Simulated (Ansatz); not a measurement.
# CH₆ClNSi₂: up Jacob's ladder to CCSD(T)

How much do the methods differ for CH₆ClNSi₂? The plan is to run it at one geometry with functionals of several rungs and with coupled cluster. The yardstick is the atomisation energy at the CCSD(T) limit.

Program: Ansatz 0.2.0, Gaussian basis. Level of theory: functionals in def2-TZVPP, the program's frozen cores in correlated methods. These are calculated values, not measurements.

The runs, in order: PBE-D4, r2SCAN-D4, PBE0-D4, B3LYP-D4, ωB97X-V, ωB97M-V, B2PLYP; CCSD(T)/def2-TZVPP; MP2/def2-QZVPP; extrapolation to the limit.

### 1 The relaxed structure

An earlier PBE0-D4 in a triple-zeta def2 set relaxation fixed the geometry.

11 atoms, charge 0, spin multiplicity 1.

Atoms are counted from 1 here; the program's logs count them from 0.

Bond lengths: C1–Si2 1.862 Å, C1–H6 1.093 Å, C1–H7 1.092 Å, C1–H8 1.093 Å, Si2–N3 1.749 Å, Si2–H9 1.488 Å, Si2–H11 1.486 Å, N3–Si4 1.712 Å, N3–H10 1.014 Å, Si4–Cl5 2.111 Å. Angles: Si2–C1–H6 110.5°, Si2–C1–H7 110.9°, Si2–C1–H8 111.1°, H6–C1–H7 108.3°, H6–C1–H8 107.8°, H7–C1–H8 108.2°, C1–Si2–N3 111.8°, C1–Si2–H9 109.7°, C1–Si2–H11 111.3°, N3–Si2–H9 109.4°, N3–Si2–H11 105.1°, H9–Si2–H11 109.4°, Si2–N3–Si4 124.9°, Si2–N3–H10 117.1°, Si4–N3–H10 118.0°, N3–Si4–Cl5 99.1°.

As a file:

```mol
CH6ClNSi2
  3D, bonds by distance, orders not assigned

 11 10  0  0  0  0  0  0  0  0999 V2000
   -1.3521    0.3315   -1.1182 C   0  0
   -0.2913   -0.8079   -0.0967 Si  0  0
    1.0676    0.0323    0.6158 N   0  0
    1.3257    0.2287    2.2968 Si  0  0
    3.1311    1.3199    2.2328 Cl  0  0
   -2.1919   -0.2165   -1.5540 H   0  0
   -1.7522    1.1431   -0.5064 H   0  0
   -0.7791    0.7721   -1.9380 H   0  0
    0.2061   -1.9241   -0.9452 H   0  0
    1.7511    0.4276   -0.0205 H   0  0
   -1.0496   -1.3638    1.0543 H   0  0
  1  2  8  0
  1  6  8  0
  1  7  8  0
  1  8  8  0
  2  3  8  0
  2  9  8  0
  2 11  8  0
  3  4  8  0
  3 10  8  0
  4  5  8  0
M  END
```

### 2 PBE-D4 (GGA)

The input, in.yaml:

```yaml
crystal:
  periodic: [false, false, false]
  atoms:
    - {symbol: C, position_ang: [-1.352133, 0.331455, -1.118211]}
    - {symbol: Si, position_ang: [-0.291343, -0.807853, -0.096686]}
    - {symbol: N, position_ang: [1.067592, 0.032274, 0.615840]}
    - {symbol: Si, position_ang: [1.325658, 0.228713, 2.296810]}
    - {symbol: Cl, position_ang: [3.131084, 1.319936, 2.232769]}
    - {symbol: H, position_ang: [-2.191850, -0.216498, -1.553957]}
    - {symbol: H, position_ang: [-1.752204, 1.143068, -0.506425]}
    - {symbol: H, position_ang: [-0.779091, 0.772130, -1.937960]}
    - {symbol: H, position_ang: [0.206086, -1.924124, -0.945197]}
    - {symbol: H, position_ang: [1.751104, 0.427576, -0.020547]}
    - {symbol: H, position_ang: [-1.049603, -1.363776, 1.054266]}
basis:
  gaussian: {orbitals: def2-TZVPP}
hamiltonian: {xc: pbe, dispersion: d4}
output: {forces: true, orbitals: {seedname: orbitals}}
```

Command:

```console
$ ansatz run in.yaml --threads 4 --pin off --events-out ev --progress --plain --max-ram 10444MiB
```

Further steps of the session: r2SCAN-D4 (meta-GGA); PBE0-D4 (hybrid); B3LYP-D4 (hybrid); ωB97X-V (range-separated); ωB97M-V (range-separated); B2PLYP (double hybrid); CCSD(T) in def2-TZVPP; MP2 in def2-QZVPP.

Before running them: what should the planned runs give, taken together? Wanted: atomisation energy, CCSD(T)/CBS; farthest; mean size of error, hybrid; mean size of error, range-separated; gap, smallest and largest; T1 diagnostic; triples share of the correlation energy.

**Answer**, as computed:

```
                               quantity                                  value
        atomisation energy, CCSD(T)/CBS                          3862.0 kJ/mol
 functionals within 19.3 kJ/mol (0.5 %)  r2SCAN-D4, PBE0-D4, B3LYP-D4, ωB97X-V
                               farthest                  B2PLYP (-51.8 kJ/mol)
             mean size of error, hybrid                             8.9 kJ/mol
    mean size of error, range-separated                            22.6 kJ/mol
              gap, smallest and largest    3.54 eV (PBE-D4), 9.75 eV (ωB97X-V)
                          T1 diagnostic                                 0.0122
triples share of the correlation energy                                  4.0 %
```

**Reading.** PBE-D4 is off by +34.4 kJ/mol. Double hybrids carry the basis error of their MP2 part in triple zeta, and no dispersion term here, so their miss is partly the set-up's. The reference freezes the cores and leaves out relativity and excitations past (T), so misses under about 19.3 kJ/mol can't be ranked. Hartree-Fock recovers 73 % of the binding; the rest is correlation. Orbital gaps span 3.5 to 9.8 eV; exact exchange widens them.
